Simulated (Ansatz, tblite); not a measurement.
# Cyclo-(H2SiS)3 (Si₃H₆S₃): removing an electron

The task here is to estimate one member of a computed series from the others.

Program: Ansatz 0.2.0, Gaussian basis. Level of theory: as each input shows. These are calculated values, not measurements.

Plan: charge +1 doublet, at the geometry of the singlet (PBE0-D4/def2-TZVP, PBE-D4/def2-TZVP, revPBE-D4/def2-TZVP, CCSD(T)/def2-SVP); the starting singlet's energies come from earlier runs.

2 further runs of the same task are left out: 2 set aside as unsound or not needed.

**The geometry**

The geometry is that of the singlet, from an earlier relaxation (PBE-D4/def2-SVP).

12 atoms, charge 0, spin multiplicity 1.

Atoms are counted from 1 here; the program's logs count them from 0.

Bond lengths: Si1–H2 1.500 Å, Si1–H3 1.498 Å, Si1–S4 2.171 Å, Si1–S12 2.166 Å, S4–Si5 2.168 Å, Si5–H6 1.501 Å, Si5–H7 1.501 Å, Si5–S8 2.168 Å, S8–Si9 2.171 Å, Si9–H10 1.500 Å, Si9–H11 1.498 Å, Si9–S12 2.166 Å. Angles: H2–Si1–H3 111.0°, H2–Si1–S4 109.9°, H2–Si1–S12 111.4°, H3–Si1–S4 106.6°, H3–Si1–S12 106.2°, S4–Si1–S12 111.6°, Si1–S4–Si5 99.2°, S4–Si5–H6 112.6°, S4–Si5–H7 104.6°, S4–Si5–S8 112.5°, H6–Si5–H7 110.2°, H6–Si5–S8 104.6°, H7–Si5–S8 112.6°, Si5–S8–Si9 99.4°, S8–Si9–H10 110.0°, S8–Si9–H11 106.5°, S8–Si9–S12 111.6°, H10–Si9–H11 111.0° and more.

Set-up of the first run:

File in.yaml:

```yaml
crystal:
  periodic: [false, false, false]
  atoms:
    - {symbol: Si, position_ang: [0.301809, -1.877167, -0.069069]}
    - {symbol: H, position_ang: [-1.087997, -2.105863, 0.446619]}
    - {symbol: H, position_ang: [1.082399, -3.155251, -0.094905]}
    - {symbol: S, position_ang: [1.366649, -0.524976, 1.253824]}
    - {symbol: Si, position_ang: [-0.223869, 0.893444, 1.652266]}
    - {symbol: H, position_ang: [-1.142704, 0.436705, 2.748295]}
    - {symbol: H, position_ang: [0.486022, 2.151296, 2.061956]}
    - {symbol: S, position_ang: [-1.521432, 1.188035, -0.059943]}
    - {symbol: Si, position_ang: [-0.067637, 0.946574, -1.653549]}
    - {symbol: H, position_ang: [1.208306, 1.648589, -1.295086]}
    - {symbol: H, position_ang: [-0.681033, 1.541869, -2.883582]}
    - {symbol: S, position_ang: [0.279498, -1.143255, -2.106846]}
basis:
  gaussian: {orbitals: def2-TZVP}
total_charge: 1
magnetization: {spin_polarized: true, initial_magnetization: 1}
hamiltonian: {xc: pbe0, dispersion: d4}
scf: {omitted_lower_state_checks: [starts]}
output: {orbitals: {seedname: orbitals}}
```

The run is started by

```bash
$ ansatz run in.yaml --threads 2 --pin off --events-out ev --progress --plain --max-ram 32768MiB --backend cpu
```

Among the steps run: Charge +1 doublet at the fixed geometry, PBE0-D4/def2-TZVP; Charge +1 doublet at the fixed geometry, PBE-D4/def2-TZVP; Charge +1 doublet at the fixed geometry, revPBE-D4/def2-TZVP; Charge +1 doublet at the fixed geometry, CCSD(T)/def2-SVP.

One table of the session follows, with a row left open; its other results are not shown here.

It belongs to the step «Vertical ionisation energy». 

```
             method  vertical ionisation energy (eV)
        HF/def2-SVP                             8.77
   PBE-D4/def2-TZVP                             8.77
revPBE-D4/def2-TZVP                             8.79
  PBE0-D4/def2-TZVP                                ?
       MP2/def2-SVP                             9.48
      CCSD/def2-SVP                             9.26
   CCSD(T)/def2-SVP                             9.22
```

**Question.** Estimate the row for PBE0-D4/def2-TZVP.

**Answer.** vertical ionisation energy (eV): 9.18. In the column «vertical ionisation energy (eV)» it lies between revPBE-D4/def2-TZVP (8.79) and CCSD(T)/def2-SVP (9.22).
